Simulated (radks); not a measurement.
# Rh⁴⁺ in [Ar] 3d10 4s2 4p5 4d5 5d1: an all-electron calculation

An exercise on one series of results from a longer session: the logs are not shown, and one member is left open.

Method: Dirac Kohn-Sham, BLYP, spin-unpolarised, spherical densities, finite nucleus; open shells fill j = l - 1/2 first. Code: radks (a radial shooting solver on a logarithmic mesh, Libxc functionals) version 1.

**Starting point**

* element: rhodium (Z = 45)
* charge: +4
* electrons: 41
* configuration: [Ar] 3d10 4s2 4p5 4d5 5d1
* nuclear rms radius: 4.4945 fm

Set-up of the first run:

The run's settings:

```text
Z 45
configuration [Ar] 3d10 4s2 4p5 4d5 5d1
relativity Dirac
functional b88,lyp
spin unpolarised
j_filling energy
nucleus finite rms 4.4945 fm
c 137.035999084
```

Steps of the session up to this table: Self-consistent calculation.

One of the session's tables, all rows but one given; the rest of the session is left out.

It belongs to the step «Orbitals and density». Sizes of the orbitals, from the radial functions (bohr):

| level | <r> | outermost maximum (interpolated) | 90 % within | nodes |
| --- | --- | --- | --- | --- |
| 1s1/2 | 0.03263 | 0.0212 | 0.0585 | 0 |
| 2s1/2 | 0.1416 | 0.120 | 0.219 | 1 |
| 2p1/2 | 0.1203 | 0.0929 | 0.197 | 0 |
| 2p3/2 | 0.1251 | 0.0970 | 0.203 | 0 |
| 3s1/2 | 0.3903 | 0.352 | 0.576 | 2 |
| 3p1/2 | ? | ? | ? | ? |
| 3p3/2 | 0.3936 | 0.348 | 0.593 | 1 |
| 3d3/2 | 0.3679 | 0.289 | 0.585 | 0 |
| 3d5/2 | 0.3714 | 0.292 | 0.589 | 0 |
| 4s1/2 | 0.9569 | 0.873 | 1.38 | 3 |
| 4p1/2 | 1.019 | 0.914 | 1.49 | 2 |
| 4p3/2 | 1.045 | 0.937 | 1.53 | 2 |
| 4d3/2 | 1.253 | 1.06 | 1.90 | 1 |
| 4d5/2 | 1.263 | 1.07 | 1.92 | 1 |
| 5d3/2 | 3.223 | 3.01 | 4.62 | 2 |
| 5d5/2 | 3.238 | 3.02 | 4.64 | 2 |

**Question.** Estimate the row for 3p1/2.

**Answer.** <r>: 0.3829; outermost maximum (interpolated): 0.338; 90 % within: 0.578; nodes: 1. In the column «<r>» it lies between 3d5/2 (0.3714) and 3s1/2 (0.3903).
